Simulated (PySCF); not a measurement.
# HfHSCl2F (SMILES [F][Hf]([SH])([Cl])[Cl]): levels of theory compared

Aim: a comparison of 6 runs (PBE0/def2-SVP, B2PLYP/def2-SVPD, B2PLYP/def2-TZVP, B3LYP/def2-TZVP, MP2/def2-SVPD, CCSD(T)/def2-SVP) of HfHSCl2F. 

Program for the calculation: PySCF 2.14.0.

1 further run of the same task is left out (set aside as unsound or not needed).

## Step 1: The molecule

HfHSCl2F has 6 atoms, charge 0, and is taken as a singlet. As SMILES, `[F][Hf]([SH])([Cl])[Cl]`. Geometry: a GFN2-xTB relaxation, a rough one for these elements and not checked as a minimum. This is one conformer, not always the lowest.

Bond lengths: F1–Hf2 1.868 Å, Hf2–S3 2.461 Å, Hf2–Cl4 2.292 Å, Hf2–Cl5 2.273 Å, S3–H6 1.339 Å. Angles: F1–Hf2–S3 93.0°, F1–Hf2–Cl4 96.8°, F1–Hf2–Cl5 95.1°, S3–Hf2–Cl4 145.4°, S3–Hf2–Cl5 107.1°, Cl4–Hf2–Cl5 104.9°, Hf2–S3–H6 84.4°.

## Step 2: Energy and forces at PBE0/def2-SVP (core potential) (run 1)

run.py reads:

```python
from pyscf import gto, dft

molecule = gto.M(
    atom=[
    ('F', (0.291750, -1.562180, -0.303290)),
    ('Hf', (-0.534490, 0.112300, -0.235920)),
    ('S', (0.161150, 0.506790, 2.091790)),
    ('Cl', (-2.288960, -0.395940, -1.621040)),
    ('Cl', (0.987030, 1.143790, -1.573530)),
    ('H', (1.383520, 0.195230, 1.642000)),
],
    verbose=3,
    spin=0,
    max_memory=1860,
    ecp={'Hf': 'def2-svp'},
    basis='def2-svp',
)

mf = dft.RKS(molecule, xc='pbe0')
mf.conv_tol = 1e-10
mf.grids.level = 5
mf.kernel()
if not mf.converged:
    mf = mf.newton().run(mf.mo_coeff, mf.mo_occ)

etot = mf.e_tot
print(f'total energy: {etot:.8f} hartree')
grad = mf.nuc_grad_method().kernel()
dip = mf.dip_moment()
pop, q = mf.mulliken_pop()
```

Run with:

```console
OMP_NUM_THREADS=1 python run.py
```

Log:

```text
converged SCF energy = -1466.28481621408
total energy: -1466.28481621 hartree
[... 9 lines left out ...]
Dipole moment(X, Y, Z, Debye): -1.09460,  1.38339,  0.43037
[... 112 lines left out ...]
charge of    5H =      0.14333
```

Run time: 47 s. Hardware: 1 thread of Intel Xeon at 2.70GHz, shared host; peak memory 1 GiB.

## Step 3: The energy at B2PLYP/def2-SVPD (core potential) (run 2)

calc.py reads:

```python
from pyscf import gto, dft, mp

mol = gto.M(
    atom='''
F        0.291750      -1.562180      -0.303290
Hf      -0.534490       0.112300      -0.235920
S        0.161150       0.506790       2.091790
Cl      -2.288960      -0.395940      -1.621040
Cl       0.987030       1.143790      -1.573530
H        1.383520       0.195230       1.642000
''',
    verbose=4,
    ecp={'Hf': 'def2-svp'},
    max_memory=1860,
    basis='def2-svpd',
    charge=0,
)

myscf = dft.RKS(mol, xc='0.53*HF + 0.47*B88, 0.73*LYP')
myscf.conv_tol = 1e-10
myscf.grids.level = 5
myscf.kernel()
if not myscf.converged:
    myscf = myscf.newton().run(myscf.mo_coeff, myscf.mo_occ)

pt = mp.MP2(myscf, frozen=16).run()
e_final = myscf.e_tot + 0.27 * pt.e_corr
print('PT2 part  %.8f' % (0.27 * pt.e_corr))
print('Final energy', e_final)
dip = myscf.dip_moment()
pop, q = myscf.mulliken_pop()
```

Run with:

```console
OMP_NUM_THREADS=1 python calc.py
```

Log:

```text
PySCF version 2.14.0

[... 78 lines left out ...]
converged SCF energy = -1465.94732494833
[... 9 lines left out ...]
Final energy -1466.2358380676128
Dipole moment(X, Y, Z, Debye): -1.31857,  1.48147,  0.48334
[... 154 lines left out ...]
charge of    5H =      0.26633
```

Wall time 45 s (1 thread of Intel Xeon at 2.70GHz, shared host); peak memory 1 GiB.

## Step 4: The energy at B2PLYP/def2-TZVP (core potential) (run 3)

input.py reads:

```python
from pyscf import gto, dft, mp

mol = gto.Mole()
mol.atom = [
    ('F', (0.291750, -1.562180, -0.303290)),
    ('Hf', (-0.534490, 0.112300, -0.235920)),
    ('S', (0.161150, 0.506790, 2.091790)),
    ('Cl', (-2.288960, -0.395940, -1.621040)),
    ('Cl', (0.987030, 1.143790, -1.573530)),
    ('H', (1.383520, 0.195230, 1.642000)),
]
mol.ecp = {'Hf': 'def2-svp'}
mol.spin = 0
mol.max_memory = 1860
mol.basis = 'def2-tzvp'
mol.verbose = 4
mol.build()

mf = dft.RKS(mol, xc='0.53*HF + 0.47*B88, 0.73*LYP')
mf.conv_tol = 1e-10
mf.grids.level = 5
mf.kernel()
if not mf.converged:
    mf = mf.newton().run(mf.mo_coeff, mf.mo_occ)

pt = mp.MP2(mf, frozen=16).run()
energy = mf.e_tot + 0.27 * pt.e_corr
print('PT2 part  %.8f' % (0.27 * pt.e_corr))
print(f'total energy: {energy:.8f} hartree')
dip = mf.dip_moment()
pop, q = mf.mulliken_pop()
```

Run with:

```console
OMP_NUM_THREADS=1 python input.py
```

Log:

```text
PySCF version 2.14.0

[... 78 lines left out ...]
converged SCF energy = -1466.51241747953
[... 9 lines left out ...]
total energy: -1466.86782212 hartree
Dipole moment(X, Y, Z, Debye): -1.38297,  1.50900,  0.49010
[... 195 lines left out ...]
charge of    5H =      0.16905
```

Run time: 98 s. Hardware: 1 thread of Intel Xeon at 2.70GHz, shared host; peak memory 2.4 GiB.

Runs 4 to 5 aren't shown in full; the table further down has their settings and results.

## Step 5: A single-point energy at CCSD(T)/def2-SVP (core potential) (run 6)

job.py reads:

```python
from pyscf import gto, cc

molecule = gto.M(
    atom=[
    ('F', (0.291750, -1.562180, -0.303290)),
    ('Hf', (-0.534490, 0.112300, -0.235920)),
    ('S', (0.161150, 0.506790, 2.091790)),
    ('Cl', (-2.288960, -0.395940, -1.621040)),
    ('Cl', (0.987030, 1.143790, -1.573530)),
    ('H', (1.383520, 0.195230, 1.642000)),
],
    verbose=4,
    ecp={'Hf': 'def2-svp'},
    max_memory=1860,
    charge=0,
    basis='def2-svp',
)

mf = molecule.RHF()
mf.conv_tol = 1e-10
mf.kernel()
if not mf.converged:
    mf = mf.newton().run(mf.mo_coeff, mf.mo_occ)

mycc = cc.CCSD(mf, frozen=16)
mycc.kernel()
e_t = mycc.ccsd_t()
energy = mycc.e_tot + e_t
print('Final energy', energy)
dip = mf.dip_moment()
pop, q = mf.mulliken_pop()
```

Run with:

```console
OMP_NUM_THREADS=1 python job.py
```

Log:

```text
PySCF version 2.14.0

[... 64 lines left out ...]
converged SCF energy = -1463.80449084615
[... 12 lines left out ...]
Init t2, MP2 energy = -1464.60697415591  E_corr(MP2) -0.802483309753492
[... 13 lines left out ...]
CCSD converged
[... 2 lines left out ...]
Final energy -1464.6627095210729
Dipole moment(X, Y, Z, Debye): -1.65810,  1.80974,  0.60923
[... 112 lines left out ...]
charge of    5H =      0.12086
```

Run time: 92 s. Hardware: 1 thread of Intel Xeon at 2.70GHz, shared host; peak memory 0.76 GiB.

## Step 6: All runs side by side

```
run                              level      task  frozen core orbitals   energy (Eh)  dipole moment (D) of the reference  HOMO energy (eV)  LUMO energy (eV)  wall time
  1     PBE0/def2-SVP (core potential)  gradient                     –  -1466.284816                                1.82             -7.92             -2.30       47 s
  2  B2PLYP/def2-SVPD (core potential)    energy                    16  -1466.235838                                2.04             -8.98             -1.51       45 s
  3  B2PLYP/def2-TZVP (core potential)    energy                    16  -1466.867822                                2.10             -8.92             -1.42       98 s
  4   B3LYP/def2-TZVP (core potential)  gradient                     –  -1467.482966                                1.83             -7.66             -2.65    2.6 min
  5     MP2/def2-SVPD (core potential)  gradient                    16  -1464.692351                                2.32            -10.74              0.10       83 s
  6  CCSD(T)/def2-SVP (core potential)    energy                    16  -1464.662710                                2.53            -10.72              0.21       92 s
```

## Step 7: Outcome

```
                                           quantity           value
                                run 6: total energy  -1464.66271 Eh
        run 6: dipole moment (Hartree–Fock density)          2.53 D
         run 6: HOMO energy (Hartree–Fock orbitals)       -10.72 eV
         run 6: LUMO energy (Hartree–Fock orbitals)         0.21 eV
       run 6: HOMO–LUMO gap (Hartree–Fock orbitals)        10.93 eV
run 6: correlation energy (16 core orbitals frozen)      -858.2 mEh
                              run 6: (T) correction      -24.41 mEh
                               run 6: T1 diagnostic           0.016
```

In words: Over runs 1, 2, 3, 4 the dipole moment (its size) runs from 1.82 D (PBE0/def2-SVP) to 2.10 D (B2PLYP/def2-TZVP). The two ends differ in method and basis. A double hybrid's value is that of its SCF part. Over runs 1, 2, 3, 4 the HOMO–LUMO gap runs from 5.01 eV (B3LYP/def2-TZVP) to 7.50 eV (B2PLYP/def2-TZVP). Totals of different functionals can't be ranked against each other. All runs together took 8.7 min, the longest 2.6 min.
